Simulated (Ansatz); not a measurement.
# In₂Cl₄F₂: taking an electron away

An exercise on one series of results from a longer session: the logs are not shown, and one member is left open.

Computed with Ansatz 0.2.0, Gaussian basis. Level: unrestricted cation, the program's frozen cores in correlated methods.

Levels to be run: UKS PBE-D4/def2-TZVPP; UKS r2SCAN-D4/def2-TZVPP; UKS PBE0-D4/def2-TZVPP; UKS B3LYP-D4/def2-TZVPP; UKS wB97X-V/def2-TZVPP; UKS wB97M-V/def2-TZVPP; UKS B2PLYP/def2-TZVPP; UHF-CCSD(T)/def2-TZVPP; UHF-MP2/def2-QZVPP; extrapolation to the limit; then −ε(HOMO) from the neutral's earlier runs with LDA (SPW92), PBE-D4, revPBE-D4, BLYP-D4, r2SCAN-D4, B97M-V, PBE0-D4, B3LYP-D4, r2SCANh-D4, r2SCAN0-D4, HSE06-D4, BHLYP-D4, CAM-B3LYP-D4, LC-ωPBE, ωB97X-V, ωB97M-V.

## The relaxed structure

All runs share one geometry, relaxed beforehand with PBE0-D4 in a triple-zeta def2 set. In takes the def2 core potential; no spin-orbit term is included.

8 atoms, charge 0, spin multiplicity 1.

Atoms are counted from 1 here; the program's logs count them from 0.

Bond lengths: F1–In2 1.924 Å, In2–Cl3 2.283 Å, In2–Cl4 2.493 Å, In2–Cl8 2.493 Å, Cl4–In5 2.493 Å, In5–F6 1.924 Å, In5–Cl7 2.283 Å, In5–Cl8 2.493 Å. Angles: F1–In2–Cl3 125.9°, F1–In2–Cl4 105.5°, F1–In2–Cl8 105.5°, Cl3–In2–Cl4 112.4°, Cl3–In2–Cl8 112.4°, Cl4–In2–Cl8 88.7°, In2–Cl4–In5 91.3°, Cl4–In5–F6 105.6°, Cl4–In5–Cl7 112.3°, Cl4–In5–Cl8 88.7°, F6–In5–Cl7 125.9°, F6–In5–Cl8 105.6°, Cl7–In5–Cl8 112.3°, In2–Cl8–In5 91.3°.

The first run:

The input, in.yaml:

```yaml
crystal:
  periodic: [false, false, false]
  atoms:
    - {symbol: F, position_ang: [2.805178, -0.956195, 0.772883]}
    - {symbol: In, position_ang: [0.964404, -1.423988, 0.464767]}
    - {symbol: Cl, position_ang: [0.065163, -3.514254, 0.653713]}
    - {symbol: Cl, position_ang: [0.344555, -0.314803, -1.679554]}
    - {symbol: In, position_ang: [-0.966402, 1.423688, -0.465240]}
    - {symbol: F, position_ang: [-2.814642, 0.990939, -0.779401]}
    - {symbol: Cl, position_ang: [-0.028011, 3.497564, -0.644539]}
    - {symbol: Cl, position_ang: [-0.370244, 0.297040, 1.677371]}
basis:
  gaussian: {orbitals: def2-TZVPP}
total_charge: 1
magnetization: {spin_polarized: true, initial_magnetization: 1}
hamiltonian: {xc: pbe, dispersion: d4}
```

On the command line:

```console
$ ansatz run in.yaml --threads 2 --pin off --events-out ev --progress --plain --max-ram 20480MiB --backend cuda --devices 0, --max-vram 18GiB
```

Steps of the session up to this table: Cation, UKS PBE-D4/def2-TZVPP; Cation, UKS r2SCAN-D4/def2-TZVPP; Cation, UKS PBE0-D4/def2-TZVPP; Cation, UKS B3LYP-D4/def2-TZVPP; Cation, UKS wB97X-V/def2-TZVPP; Cation, UKS wB97M-V/def2-TZVPP; Cation, UKS B2PLYP (frozen core)/def2-TZVPP; Cation, UHF-CCSD(T)/def2-TZVPP; Cation, UHF-MP2/def2-QZVPP.

One of the session's tables, all rows but one given; the rest of the session is left out.

Orbital estimates, from the neutral's runs:

| functional | −ε(HOMO) (eV) |
| --- | --- |
| LDA (SPW92) | 8.49 |
| PBE-D4 | 8.30 |
| revPBE-D4 | 8.23 |
| BLYP-D4 | 8.14 |
| r2SCAN-D4 | ? |
| B97M-V | 8.75 |
| PBE0-D4 | 9.77 |
| B3LYP-D4 | 9.47 |
| r2SCANh-D4 | 9.23 |
| r2SCAN0-D4 | 10.03 |
| HSE06-D4 | 9.36 |
| BHLYP-D4 | 11.07 |
| CAM-B3LYP-D4 | 11.16 |
| LC-ωPBE | 12.61 |
| ωB97X-V | 12.22 |
| ωB97M-V | 12.06 |

**Question.** Estimate the row for r2SCAN-D4.

Worked estimate for «−ε(HOMO) (eV)». Against the share of exact exchange, r2SCANh-D4 (0.1, 9.23), r2SCAN0-D4 (0.25, 10.03) give a slope of 5.33 per unit share; at 0 the line stands at 8.70.

The run gave: −ε(HOMO) (eV): 8.69. In «−ε(HOMO) (eV)» the line misses by +0.01.

Caveats from the session: The cation may have settled in a state other than its lowest; no search over hole states beyond the program's own was made.
